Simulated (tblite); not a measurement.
# C5H13NSSi: the cost of one run

Computed with tblite 0.8.0 and PySCF 2.14.0, with density-fitted response routines of our own, on a single molecule in the gas phase. Atoms count from 0, in the outputs and in this text.

### Step 1. The starting structure

21 atoms, charge 0, multiplicity 1; geometry from: force field or distance geometry start.

Bonds of the start (Å): C0–C1 1.31, C1–C2 1.47, C1–C3 1.48, C3–N4 1.43, N4–C5 1.40, N4–Si6 1.77, Si6–S7 2.17, C0–H8 1.08, C0–H9 1.13, C2–H10 1.10, C2–H11 1.11, C2–H12 1.15, C3–H13 1.12, C3–H14 1.15, C5–H15 1.14, C5–H16 1.11, C5–H17 1.13, Si6–H18 1.47, Si6–H19 1.48, S7–H20 1.42.

### Step 2. Geometry optimisation with GFN2-xTB

Job settings and geometry (Å):

```
{"job": {"kind": "relax", "xc": "GFN2-xTB", "basis": "xTB"}, "charge": 0, "multiplicity": 1}
C     -1.967000     1.646500     0.582300
C     -1.539400     0.540400     0.024700
C     -2.475900    -0.560600    -0.233000
C     -0.125900     0.362900    -0.386900
N      0.630000    -0.686900     0.231900
C      1.040900    -0.545000     1.567700
Si     2.010300    -1.116100    -0.795000
S      3.097200     0.607900    -1.542500
H     -1.374100     2.520000     0.831500
H     -3.063200     1.727300     0.830800
H     -2.505100    -1.282400     0.600200
H     -2.278900    -1.032800    -1.220800
H     -3.524000    -0.101700    -0.284600
H     -0.038500     0.353200    -1.502600
H      0.380200     1.347600    -0.075200
H      1.723700    -1.400300     1.903900
H      0.247500    -0.378900     2.324400
H      1.707700     0.354800     1.678600
H      1.585100    -1.869400    -1.989700
H      2.942500    -1.881700     0.064200
H      3.517900     1.412100    -0.455500
```

Started as:

```bash
$ OMP_NUM_THREADS=1 python probes_run.py task.json out
```

One launch serves the whole session: the jobs run in the order shown.

Q: Estimate the wall time and peak memory of this first job on 1 thread of Intel Xeon at 2.50GHz, shared host.

About 5.7 s, with a peak of 0.18 GiB.
